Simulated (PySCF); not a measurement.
# C6H11O2P: magnetic properties

What do calculations give for the magnetic properties of C6H11O2P (`CC(=O)CP1(=O)CCC1`)?

Programs: PySCF 2.14.0, with routines of our own; each step states its level. All values are computed. Atoms count from 0.

## (1) The system as given

20 atoms, charge 0, multiplicity 1; geometry from: GFN2-xTB.

## (2) Magnetic properties: GIAO B97-2/pcSseg-1

What the job is given:

```
{"job": {"kind": "mag", "xc": "B97-2", "basis": "pcSseg-1", "isotopologues": 0}, "charge": 0, "multiplicity": 1}
C      2.987974     0.239546    -0.605881
C      1.805530     0.747076     0.158810
O      1.530899     1.915419     0.283267
C      0.899035    -0.327677     0.702230
P     -0.339664    -0.524646    -0.659249
O      0.241178    -1.031296    -1.906802
C     -1.884094    -1.249446     0.067958
C     -2.423988     0.174625     0.311416
C     -1.459107     0.942846    -0.616017
H      3.618028    -0.376824     0.032028
H      3.565958     1.067016    -1.008139
H      2.616848    -0.383216    -1.420021
H      1.405294    -1.281786     0.844534
H      0.392972    -0.000969     1.608268
H     -1.818004    -1.891253     0.942941
H     -2.433741    -1.772071    -0.714850
H     -3.475154     0.298843     0.056539
H     -2.286148     0.472512     1.349673
H     -1.069862     1.881701    -0.231510
H     -1.879103     1.110277    -1.607927
```

Method: GIAO B97-2/pcSseg-1 magnetisability, rotational g tensor and spin-rotation constants, non-relativistic, gas phase.

Launch:

```sh
> OMP_NUM_THREADS=1 python excited_run.py task.json out
```

The driver reads the jobs from task.json and runs them one after another.

Log:

```text
coarse grid: 17136 points
cycle   1  E = -726.5385696732  dE =  1.487e+00  |g| = 1.206e+00  |ddm| = 4.111e+00
cycle   2  E = -725.4372632292  dE =  1.101e+00  |g| = 2.605e+00  |ddm| = 4.176e+00
cycle   3  E = -726.8057745418  dE = -1.369e+00  |g| = 2.850e-01  |ddm| = 3.412e+00
cycle   4  E = -726.8236413909  dE = -1.787e-02  |g| = 1.140e-01  |ddm| = 3.474e-01
cycle   5  E = -726.8261008090  dE = -2.459e-03  |g| = 5.038e-02  |ddm| = 1.102e-01
cycle   6  E = -726.8265850109  dE = -4.842e-04  |g| = 1.088e-02  |ddm| = 4.962e-02
cycle   7  E = -726.8266060173  dE = -2.101e-05  |g| = 3.361e-03  |ddm| = 1.117e-02
cycle   8  E = -726.8266086089  dE = -2.592e-06  |g| = 5.686e-04  |ddm| = 4.000e-03
final grid: 160688 points
cycle   9  E = -726.8976942001  dE = -7.851e-05  |g| = 7.276e-03  |ddm| = 3.655e-02
cycle  10  E = -726.8976677716  dE =  2.643e-05  |g| = 1.385e-02  |ddm| = 1.736e-02
cycle  11  E = -726.8977029847  dE = -3.521e-05  |g| = 1.053e-03  |ddm| = 1.248e-02
cycle  12  E = -726.8977031941  dE = -2.094e-07  |g| = 3.681e-04  |ddm| = 1.143e-03
cycle  13  E = -726.8977032221  dE = -2.796e-08  |g| = 1.313e-04  |ddm| = 3.972e-04
cycle  14  E = -726.8977032248  dE = -2.685e-09  |g| = 5.573e-05  |ddm| = 1.554e-04
cycle  15  E = -726.8977032254  dE = -5.896e-10  |g| = 6.083e-06  |ddm| = 5.375e-05
converged SCF energy = -726.8977032254

Magnetisability tensor (1e-30 J/T^2)
    -1405.71      -20.23       47.93
      -20.23    -1260.68       24.05
       47.93       24.05    -1428.55
isotropic -1364.98   principal values   -1471.09  -1367.87  -1255.99
isotropic susceptibility -82.201 1e-6 cm^3/mol

Inertial axes            a          b          c
rot. const./GHz      2.4837     1.0447     0.8950
chi total           -84.561    -78.561    -83.481
chi diamagnetic    -612.559  -1296.531  -1472.996
chi paramagnetic    527.999   1217.970   1389.515
quadrupole/D A        8.964    -13.130      4.166
g nuclear            0.5799     0.5860     0.5719
g electronic        -0.6161    -0.5978    -0.5843
g total             -0.0362    -0.0118    -0.0123

Spin-rotation constants (kHz, H = +C I.J)
atom  isotope        aa         bb         cc
  4    31P        4.604      1.425      1.510
  9     1H       -0.196     -0.107     -0.006
 10     1H       -0.068     -0.111     -0.049
 11     1H       -0.177      0.003     -0.088
 12     1H       -0.254     -0.043     -0.030
 13     1H       -0.220     -0.023     -0.074
 14     1H       -0.260     -0.132      0.040
 15     1H       -0.078     -0.056     -0.086
 16     1H        0.026     -0.112     -0.084
 17     1H       -0.263     -0.036     -0.054
 18     1H       -0.151     -0.003     -0.094
 19     1H       -0.247     -0.110      0.020
  0    13C*       0.366      0.185      0.162
  1    13C*       1.156      0.469      0.318
  2    17O*      -1.191     -0.936     -0.339
  3    13C*       0.443      0.214      0.169
  5    17O*      -0.421     -0.231     -0.145
  6    13C*       0.423      0.172      0.180
  7    13C*       0.333      0.143      0.106
* in the singly substituted isotopologue
```

It took 64 s on 1 thread of Arm Neoverse V1, shared host; peak memory 0.98 GiB.

Key values:

| quantity | value |
| --- | --- |
| magnetisability | -1365·10⁻³⁰ J/T² |
| molar susceptibility | -82.2·10⁻⁶ cm³/mol |
| rotational g (a, b, c) | -0.0362, -0.0118, -0.0123 |

Orbitals, density, ELF and potential are computed afterwards from the orbital file.

Frontier orbitals at B97-2/pcSseg-1, with the share of their density that lies nearest to each atom:

| orbital | energy (eV) | lies on |
| --- | --- | --- |
| HOMO | -7.13 | O2 55 %; C3 11 %; C0, C1 about 7 % each |
| LUMO | -0.81 | C1 41 %; O2 28 %; P4 7 % |

ELF in a plane through or near 6 of the atoms.

Ten even steps from ' ' (0.00) to '@' (1.00):
```
                                                        
                                                        
                                                        
                ..::....      ++==..                    
              ..++****==..  ==@@@@++                    
              --##%%%%##--  **@@@@##                    
        ....    ++%%++##++  ==@@%%==......====          
        --++::  ::##%%##::  ..++++==++==++@@@@++        
        ::====--++::--==      ::--**++--##@@@@##        
          ::==**%%::::%%==--::....==::--**@@@@**        
        ++%%@@**++==####--##**..  ==##**==--::          
      ::@@@@@@%%::  ==++..##**::--==**++::              
      ::@@@@@@%%  ..%%@@##++--..==####**::              
        **@@@@==  --@@@@@@--    **@@@@@@++              
            ..    --@@@@%%..    ##@@@@@@##              
                    ++##--      ==@@@@@@==              
                                  --++--                
                                                        
                                                        
                                                        
```
The map spans 12.6 Å across and 9.1 Å up, centred on the molecule. Atoms in the plane (x, y in Å): C1 (-1.8, 0.5), C3 (-0.8, -0.6), C7 (2.4, 0.3), H9 (-3.5, -0.8), H12 (-1.2, -1.6), H14 (2.1, -1.9).

log10 of the density (e/Å³) in the same plane.

Values, 10 rows by 14 columns:
```
-4.0 -4.0 -4.0 -4.0 -4.0 -4.0 -4.0 -4.0 -4.0 -4.0 -4.0 -4.0 -4.0 -4.0
-4.0 -4.0 -4.0 -4.0 -3.0 -2.7 -3.1 -3.0 -2.7 -3.1 -4.0 -4.0 -4.0 -4.0
-4.0 -4.0 -3.7 -2.8 -1.3 -0.8 -1.5 -1.5 -1.1 -2.0 -2.7 -3.4 -4.0 -4.0
-4.0 -3.6 -2.2 -1.7 -0.4  0.8 -0.7 -0.9 -0.2 -0.9 -1.2 -1.8 -3.0 -4.0
-4.0 -3.1 -1.6 -0.8 -0.1  0.7 -0.8 -1.1 -0.5  0.1  0.0 -0.9 -2.5 -4.0
-4.0 -3.0 -1.3 -0.2 -0.3  0.0  0.3 -0.4 -0.8  0.0 -0.4 -1.5 -2.8 -4.0
-4.0 -3.2 -1.4 -0.5 -1.2 -0.4  0.0 -0.7 -0.6  0.0 -0.9 -2.3 -3.6 -4.0
-4.0 -4.0 -2.9 -2.3 -2.3 -1.1 -1.1 -1.9 -1.0 -0.2 -1.2 -2.8 -4.0 -4.0
-4.0 -4.0 -4.0 -3.9 -3.5 -2.7 -2.7 -3.0 -2.3 -1.9 -2.4 -3.6 -4.0 -4.0
-4.0 -4.0 -4.0 -4.0 -4.0 -4.0 -4.0 -4.0 -4.0 -3.9 -4.0 -4.0 -4.0 -4.0
```
The map spans 12.6 Å across and 9.1 Å up, centred on the molecule. Atoms in the plane (x, y in Å): C1 (-1.8, 0.5), C3 (-0.8, -0.6), C7 (2.4, 0.3), H9 (-3.5, -0.8), H12 (-1.2, -1.6), H14 (2.1, -1.9).

On the surface of density 0.002 e/bohr³ the electrostatic potential runs, from the 1st to the 99th percentile, from -2.01 V near O5 to 1.26 V near H13.

## (3) Magnetic properties: GIAO PBE/pcSseg-1

Settings changed since step 2:

```diff
@@ -1,2 +1,2 @@
-{"job": {"kind": "mag", "xc": "B97-2", "basis": "pcSseg-1", "isotopologues": 0}, "charge": 0, "multiplicity": 1}
+{"job": {"kind": "mag", "xc": "PBE", "basis": "pcSseg-1"}, "charge": 0, "multiplicity": 1}
 C      2.987974     0.239546    -0.605881
```

Method: GIAO PBE/pcSseg-1 magnetisability, rotational g tensor and spin-rotation constants, non-relativistic, gas phase.

Log:

```text
coarse grid: 17136 points
cycle   1  E = -725.9232518117  dE =  1.321e+00  |g| = 1.352e+00  |ddm| = 4.184e+00
cycle   2  E = -723.4597636320  dE =  2.463e+00  |g| = 3.547e+00  |ddm| = 6.853e+00
cycle   3  E = -726.1774246591  dE = -2.718e+00  |g| = 6.526e-01  |ddm| = 6.280e+00
cycle   4  E = -726.2755981363  dE = -9.817e-02  |g| = 2.157e-01  |ddm| = 8.000e-01
cycle   5  E = -726.2822749899  dE = -6.677e-03  |g| = 1.363e-01  |ddm| = 2.411e-01
cycle   6  E = -726.2858200845  dE = -3.545e-03  |g| = 3.957e-02  |ddm| = 1.438e-01
cycle   7  E = -726.2860992188  dE = -2.791e-04  |g| = 1.296e-02  |ddm| = 4.339e-02
cycle   8  E = -726.2861398021  dE = -4.058e-05  |g| = 2.936e-03  |ddm| = 1.686e-02
cycle   9  E = -726.2861415693  dE = -1.767e-06  |g| = 8.782e-04  |ddm| = 3.413e-03
final grid: 160688 points
cycle  10  E = -726.3899209547  dE =  2.740e-05  |g| = 2.688e-02  |ddm| = 5.019e-02
cycle  11  E = -726.3890103464  dE =  9.106e-04  |g| = 7.247e-02  |ddm| = 8.185e-02
cycle  12  E = -726.3900562990  dE = -1.046e-03  |g| = 8.152e-03  |ddm| = 6.663e-02
cycle  13  E = -726.3900703155  dE = -1.402e-05  |g| = 1.116e-03  |ddm| = 7.259e-03
cycle  14  E = -726.3900705041  dE = -1.886e-07  |g| = 7.706e-04  |ddm| = 1.787e-03
cycle  15  E = -726.3900706198  dE = -1.156e-07  |g| = 1.784e-04  |ddm| = 7.516e-04
cycle  16  E = -726.3900706262  dE = -6.457e-09  |g| = 3.246e-05  |ddm| = 2.083e-04
cycle  17  E = -726.3900706265  dE = -2.501e-10  |g| = 9.303e-06  |ddm| = 4.726e-05
converged SCF energy = -726.3900706265

Magnetisability tensor (1e-30 J/T^2)
    -1388.95      -21.94       49.95
      -21.94    -1242.49       28.20
       49.95       28.20    -1411.87
isotropic -1347.77   principal values   -1457.60  -1349.16  -1236.56
isotropic susceptibility -81.165 1e-6 cm^3/mol

Inertial axes            a          b          c
rot. const./GHz      2.4837     1.0447     0.8950
chi total           -83.592    -77.269    -82.633
chi diamagnetic    -612.906  -1297.605  -1473.451
chi paramagnetic    529.314   1220.336   1390.818
quadrupole/D A        8.491    -12.368      3.876
g nuclear            0.5799     0.5860     0.5719
g electronic        -0.6176    -0.5990    -0.5848
g total             -0.0378    -0.0130    -0.0129

Spin-rotation constants (kHz, H = +C I.J)
atom  isotope        aa         bb         cc
  4    31P        4.742      1.446      1.548
  9     1H       -0.195     -0.108     -0.004
 10     1H       -0.069     -0.111     -0.050
 11     1H       -0.176      0.003     -0.088
 12     1H       -0.255     -0.041     -0.028
 13     1H       -0.220     -0.020     -0.074
 14     1H       -0.261     -0.132      0.043
 15     1H       -0.076     -0.055     -0.086
 16     1H        0.029     -0.113     -0.084
 17     1H       -0.264     -0.036     -0.054
 18     1H       -0.148     -0.002     -0.094
 19     1H       -0.249     -0.110      0.021
  0    13C*       0.379      0.194      0.169
  1    13C*       1.162      0.477      0.326
  2    17O*      -1.195     -0.951     -0.345
  3    13C*       0.467      0.227      0.177
  5    17O*      -0.472     -0.254     -0.161
  6    13C*       0.442      0.182      0.190
  7    13C*       0.347      0.149      0.110
* in the singly substituted isotopologue
```

Wall time 71 s (1 thread of Arm Neoverse V1, shared host); peak memory 0.8 GiB.

Key values:

| quantity | value |
| --- | --- |
| magnetisability | -1348·10⁻³⁰ J/T² |
| molar susceptibility | -81.2·10⁻⁶ cm³/mol |
| rotational g (a, b, c) | -0.0378, -0.0130, -0.0129 |

## (4) Magnetic properties (C₆H₁₁O₂P (+2)): GIAO BP86/6-31G

Settings changed since step 3:

```diff
@@ -1,2 +1,2 @@
-{"job": {"kind": "mag", "xc": "PBE", "basis": "pcSseg-1"}, "charge": 0, "multiplicity": 1}
+{"job": {"kind": "mag", "xc": "BP86", "basis": "6-31G", "scf": {"diis": false, "max_cycle": 98}}, "charge": 2, "multiplicity": 1}
 C      2.987974     0.239546    -0.605881
```

Level: GIAO BP86/6-31G magnetisability, rotational g tensor and spin-rotation constants, non-relativistic, gas phase.

Log:

```text
final grid: 160688 points
cycle   1  E = -725.6136546448  dE =  2.428e+00  |g| = 1.225e+00  |ddm| = 4.437e+00
cycle   2  E = -717.8081158321  dE =  7.806e+00  |g| = 4.206e+00  |ddm| = 6.986e+00
cycle   3  E = -655.7775686248  dE =  6.203e+01  |g| = 8.564e+00  |ddm| = 3.107e+01
cycle   4  E = -553.0289578610  dE =  1.027e+02  |g| = 7.664e+00  |ddm| = 1.156e+02
cycle   5  E = -536.0148939266  dE =  1.701e+01  |g| = 9.036e+00  |ddm| = 1.225e+02
cycle   6  E = -335.0852080606  dE =  2.009e+02  |g| = 9.727e+00  |ddm| = 2.049e+02
cycle   7  E = -449.4447049381  dE = -1.144e+02  |g| = 7.745e+00  |ddm| = 2.126e+02
cycle   8  E = -280.3959233703  dE =  1.690e+02  |g| = 7.693e+00  |ddm| = 2.482e+02
cycle   9  E = -449.3901047076  dE = -1.690e+02  |g| = 7.626e+00  |ddm| = 2.508e+02
cycle  10  E = -280.0568844481  dE =  1.693e+02  |g| = 7.799e+00  |ddm| = 2.455e+02
[... 78 cycles left out ...]
cycle  89  E = -449.4235485945  dE = -1.694e+02  |g| = 7.631e+00  |ddm| = 2.450e+02
cycle  90  E = -280.0196472920  dE =  1.694e+02  |g| = 7.774e+00  |ddm| = 2.450e+02
cycle  91  E = -449.4235485945  dE = -1.694e+02  |g| = 7.631e+00  |ddm| = 2.450e+02
cycle  92  E = -280.0196472920  dE =  1.694e+02  |g| = 7.774e+00  |ddm| = 2.450e+02
cycle  93  E = -449.4235485945  dE = -1.694e+02  |g| = 7.631e+00  |ddm| = 2.450e+02
cycle  94  E = -280.0196472920  dE =  1.694e+02  |g| = 7.774e+00  |ddm| = 2.450e+02
cycle  95  E = -449.4235485945  dE = -1.694e+02  |g| = 7.631e+00  |ddm| = 2.450e+02
cycle  96  E = -280.0196472920  dE =  1.694e+02  |g| = 7.774e+00  |ddm| = 2.450e+02
cycle  97  E = -449.4235485945  dE = -1.694e+02  |g| = 7.631e+00  |ddm| = 2.450e+02
cycle  98  E = -280.0196472921  dE =  1.694e+02  |g| = 7.774e+00  |ddm| = 2.450e+02
SCF not converged, last energy = -280.0196472921
```

Wall time 2.5 min (1 thread of Arm Neoverse V1, shared host); peak memory 0.5 GiB.

Why it failed: The SCF swings between two densities 169.40 Eh apart: plain iteration without DIIS overshoots. Cure: turn DIIS on. Numbers printed on the way are no properties of the molecule.

## (5) Magnetic properties side by side

| level | ξ (10⁻³⁰ J/T²) | g(a) | g(b) | gap (eV) | functions | time |
| --- | --- | --- | --- | --- | --- | --- |
| GIAO B97-2/pcSseg-1 | -1365 | -0.0362 | -0.0118 | 6.32 | 215 | 64 s |
| GIAO PBE/pcSseg-1 | -1348 | -0.0378 | -0.0130 | 4.00 | 215 | 71 s |

## (6) Summary of results

| quantity | value |
| --- | --- |
| magnetisability (step 2, GIAO B97-2/pcSseg-1) | -1365·10⁻³⁰ J/T² |
| molar susceptibility (step 2, GIAO B97-2/pcSseg-1) | -82.2·10⁻⁶ cm³/mol |
| rotational g (a, b, c) (step 2, GIAO B97-2/pcSseg-1) | -0.0362, -0.0118, -0.0123 |
| surface potential, 1st and 99th percentile | -2.01 V and 1.26 V |
| magnetisability over the levels | -1365 to -1348·10⁻³⁰ J/T² |
| runs | 1 failed, 0 ended on unsound input |

What this shows: At B97-2/pcSseg-1, counted by nearest atom on the grid, the HOMO lies on O2 55 %; C3 11 %, the LUMO on C1 41 %; O2 28 %. The magnetisability spreads by 1.3 % over 2 levels of like cost. Two levels can agree by chance, so this spread shows no convergence. Vibrational averaging and real surroundings are missing from these values.
